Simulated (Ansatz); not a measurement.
Geometry optimisation, DFT r2SCAN, scalar-relativistic, plane waves, PAW (Ansatz 0.2.0).

input.yaml

```yaml
crystal:
  lattice:
    - [0.0, 5.43, 5.43]
    - [5.43, 0.0, 5.43]
    - [5.43, 5.43, 0.0]
  atoms:
    - { symbol: Si, position: [0.0, 0.0, 0.0] }
    - { symbol: Si, position: [0.125, 0.125, 0.125] }
    - { symbol: Si, position: [0.0, 0.0, 0.5] }
    - { symbol: Si, position: [0.125, 0.125, 0.625] }
    - { symbol: Si, position: [0.0, 0.5, 0.0] }
    - { symbol: Si, position: [0.125, 0.625, 0.125] }
    - { symbol: Si, position: [0.0, 0.5, 0.5] }
    - { symbol: Si, position: [0.125, 0.625, 0.625] }
    - { symbol: Si, position: [0.5, 0.0, 0.0] }
    - { symbol: Si, position: [0.625, 0.125, 0.125] }
    - { symbol: Si, position: [0.5, 0.0, 0.5] }
    - { symbol: Si, position: [0.625, 0.125, 0.625] }
    - { symbol: Si, position: [0.5, 0.5, 0.0] }
    - { symbol: Si, position: [0.625, 0.625, 0.125] }
    - { symbol: Si, position: [0.5, 0.5, 0.5] }
    - { symbol: Si, position: [0.625, 0.625, 0.625] }
    - { symbol: Ge, position: [0.25372259, 0.24434378, 1.25808589] }
basis:
  ecutwfc: 500.0
kpoints:
  mp_grid: { grid: [2, 2, 2] }
hamiltonian:
  xc: r2scan
  pseudopotentials: { kind: paw, azcp: { folder: soft_1 } }
scf:
  occupations: { method: gaussian, width: 0.05 }
  lower_state_search: "off"
relax:
  f_tol: 0.03
  max_steps: 60
  adjacent_minimum: "off"
output:
  write_density: true
  write_potential: true
  elf: true
  volumetric_format: npy
```

Command:

```bash
$ ansatz run input.yaml --threads 2 --pin off --max-ram 5120MiB --backend cpu --events-out ev --progress --plain --runs-dir out
```

Question: Where does it end, and by what steps?

Answer: It converged. Limits of this set-up: a small cell, in which the defect meets its images. After 3 steps the energy has fallen by 0.311 eV; Si4 moved furthest, 0.07 Å.

| step | energy less start (eV) | largest force component (eV/Å) | accepted |
| --- | --- | --- | --- |
| 0 | 0.0000 | 1.111 | yes |
| 1 | -0.2835 | 0.327 | yes |
| 2 | -0.3097 | 0.080 | yes |
| 3 | -0.3110 | 0.015 | yes |

```xyz
17
Lattice="0.0000 5.4300 5.4300 5.4300 0.0000 5.4300 5.4300 5.4300 0.0000" Properties=species:S:1:pos:R:3
Si 0.001 0.007 -0.001
Si 1.322 1.325 1.321
Si 2.716 2.719 -0.046
Si 4.111 4.113 1.319
Si 2.716 -0.043 2.715
Si 4.109 1.325 4.108
Si 5.477 2.719 2.714
Si 6.782 4.081 4.078
Si -0.045 2.719 2.715
Si 1.321 4.112 4.109
Si 2.716 5.480 2.714
Si 4.079 6.785 4.078
Si 2.715 2.719 5.475
Si 4.079 4.081 6.781
Si 5.431 5.433 5.430
Si 6.782 6.785 6.781
Ge 8.146 8.151 2.714
```

Whether the end is a true minimum wasn't checked by a vibrational analysis.

The run took 110 s on 2 threads of Arm Neoverse V1, on a shared host, peak memory 1.6 GiB.
